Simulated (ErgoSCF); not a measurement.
# GaHCl (SMILES [Cl][GaH]) at UPBE/Turbomole-TZVP (Cartesian functions)

What is the vertical ionisation energy of GaHCl at UPBE/Turbomole-TZVP (Cartesian functions)? 

Program for the calculation: ErgoSCF 3.8.

4 further runs of the same task are left out: 2 that didn't finish, 2 set aside as unsound or not needed.

### Step 1. The molecule

GaHCl has 3 atoms, charge 0, and is taken as a doublet. As SMILES, `[Cl][GaH]`. Geometry: relaxed at PBE0-D4/def2-TZVP.

Bond lengths: Cl1–Ga2 2.168 Å, Ga2–H3 1.604 Å. Angles: Cl1–Ga2–H3 115.5°.

### Step 2. The energy at UPBE/Turbomole-TZVP (Cartesian functions)

The input, input.ego:

```
# PBE on ClGaH
set_nthreads(1)
scf.convergence_threshold = 1e-06
basis = "Turbomole-TZVP"
spin_polarization = 1
scf.max_number_of_iterations = 150
use_6_d_functions = 1
scf.use_diagonalization = 1
tmpdir = "."
scf.output_mulliken_pop = 1
XC.type = "LMG"
molecule_inline
Cl 2.89260378 -0.36150461 1.52255234
Ga -0.62568832 -1.10265519 -0.43992824
H  -2.28751347 1.34170555 -1.10794643
EOF
run "PBE"
```

Command:

```console
$ ergo input.ego
```

Output:

```text
[...]
INMA  use_6_d_functions := 1
[...]
INSC Energy   1 =      -1383.18941714538
[...]
INDE E_LUMO =         -0.14970097036
[...]
INSC Energy  22 =      -2385.19407536689  ( diff     -0.000000000108230 )
[...]
RESC CONVERGED after  22 iterations.
RESC FINAL ENERGY:      -2385.19407536689
RESC FINAL <S2> =          0.75276330062
[...]
INSC SCF: dipole_moment_x [atomic units] =      -0.63793502
INSC SCF: dipole_moment_y [atomic units] =      -0.18321724
INSC SCF: dipole_moment_z [atomic units] =      -0.36036060
[...]
```

Wall time 14 s (1 thread of Arm Neoverse V2, shared host).

### Step 3. The singlet cation, same level

The input, ergo.in:

```
# PBE on ClGaH
set_nthreads(1)
molecule_inline
Cl 2.89260378 -0.36150461 1.52255234
Ga -0.62568832 -1.10265519 -0.43992824
H  -2.28751347 1.34170555 -1.10794643
EOF
basis = "Turbomole-TZVP"
scf.use_diagonalization = 1
charge = 1
use_6_d_functions = 1
scf.max_number_of_iterations = 150
scf.output_mulliken_pop = 1
tmpdir = "."
scf.convergence_threshold = 1e-06
scf.force_unrestricted = 1
XC.type = "LMG"
run "PBE"
```

Command:

```console
$ ergo ergo.in
```

Output:

```text
[...]
INMA  use_6_d_functions := 1
[...]
INSC Energy   1 =      -1363.05766310874
[...]
INDE E_LUMO =         -0.43089622304
[...]
INSC Energy  28 =      -2384.88062266859  ( diff     -0.000000000008640 )
[...]
RESC CONVERGED after  28 iterations.
RESC FINAL ENERGY:      -2384.88062266859
RESC FINAL <S2> =          0.00000000000
[...]
INSC SCF: dipole_moment_x [atomic units] =      -0.72384935
INSC SCF: dipole_moment_y [atomic units] =      -1.19503981
INSC SCF: dipole_moment_z [atomic units] =      -0.50132604
[...]
```

Run time: 18 s. Hardware: 1 thread of Arm Neoverse V2, shared host.

### Step 4. Summary of results

At UPBE/Turbomole-TZVP (Cartesian functions):

| quantity | value |
| --- | --- |
| doublet GaHCl: total energy | -2385.19408 Eh |
| doublet GaHCl: dipole moment | 1.92 D |
| doublet GaHCl: ⟨S²⟩ | 0.753 |
| singlet cation: total energy | -2384.88062 Eh |
| vertical ionisation energy (to the singlet cation) | 8.529 eV |

The vertical ionisation energy comes to 8.53 eV (197 kcal/mol). Only the singlet of the ionised species was computed; a triplet could lie lower. Mulliken charges (doublet GaHCl) run from -0.27 on Cl1 to +0.33 on Ga2. Mulliken charges (singlet cation) run from +0.04 on Cl1 to +0.81 on Ga2; they depend strongly on the basis.
